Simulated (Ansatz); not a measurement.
# BrH5OSi: a nudged elastic band, and a look at its input

Aim: a nudged elastic band from the structure below. Read the input with care, then see what the program makes of it. The step meant is a four-centre ligand exchange at charge 0 and multiplicity 1, which changes Si1–Br7, H2–H6, Si1–H2, H6–Br7.

Method: PBE0-D4/def2-SVP; program: Ansatz 0.2.0, Gaussian basis.

## (1) The structure

```
Si    0.4211    0.8883   -0.4739
H     0.4325   -0.3768   -1.2717
H     1.5558    1.7394   -0.8965
H    -0.8678    1.5752   -0.7570
O     0.6334    0.5851    1.1265
H    -0.7257   -2.1049   -0.2325
Br   -1.4724   -2.2727    0.9689
H     0.0231   -0.0337    1.5361
```

## (2) The run

run/in.yaml

```yaml
crystal:
  periodic: [false, false, false]
  atoms:
    - {symbol: Si, position_ang: [0.421136, 0.888299, -0.473868]}
    - {symbol: H, position_ang: [0.432479, -0.376755, -1.271721]}
    - {symbol: H, position_ang: [1.555753, 1.739353, -0.896466]}
    - {symbol: H, position_ang: [-0.867807, 1.575193, -0.757036]}
    - {symbol: O, position_ang: [0.633426, 0.585128, 1.126511]}
    - {symbol: H, position_ang: [-0.725735, -2.104851, -0.232478]}
    - {symbol: Br, position_ang: [-1.472443, -2.272651, 0.968881]}
    - {symbol: H, position_ang: [0.023092, -0.033715, 1.536076]}
basis:
  gaussian: {orbitals: def2-SVP}
hamiltonian: {xc: pbe0, dispersion: d4}
neb:
  images: 0
  climbing: true
  max_iterations: 30
  initial_path: idpp
  final_atoms:
    - {symbol: Si, position_ang: [-0.203329, 0.667166, 0.466061]}
    - {symbol: H, position_ang: [0.796766, -1.781077, -2.884797]}
    - {symbol: H, position_ang: [0.816581, 0.618212, -0.596979]}
    - {symbol: H, position_ang: [-1.277842, 1.646047, 0.183539]}
    - {symbol: O, position_ang: [0.591283, 1.002371, 1.852579]}
    - {symbol: H, position_ang: [0.391558, -1.865138, -2.263092]}
    - {symbol: Br, position_ang: [-1.208295, -1.314801, 0.571259]}
    - {symbol: H, position_ang: [0.093177, 1.027222, 2.671329]}
```

Command:

```
ansatz run in.yaml --threads 4 --pin off --events-out ev --progress --plain --max-ram 9574MiB
```

Output:

```text
Error: invalid value for `neb.images`: must be ≥ 1; got 0
```

Run time: 0.05 s. Hardware: 4 threads of Arm Neoverse V2, shared host.

## (3) Diagnosis

The program refused the input before any work.

A band needs at least one image.

Remedy: ask for some images.

## (4) What came out

| quantity | value |
| --- | --- |
| this run | refused |
| fault | no images |

A band needs at least one image.

For comparison, these settings ran to the end on the same system (25 iterations):

```yaml
hamiltonian: {xc: pbe0, dispersion: d4}
neb:
  images: 5
  climbing: true
  max_iterations: 40
  initial_path: idpp
```
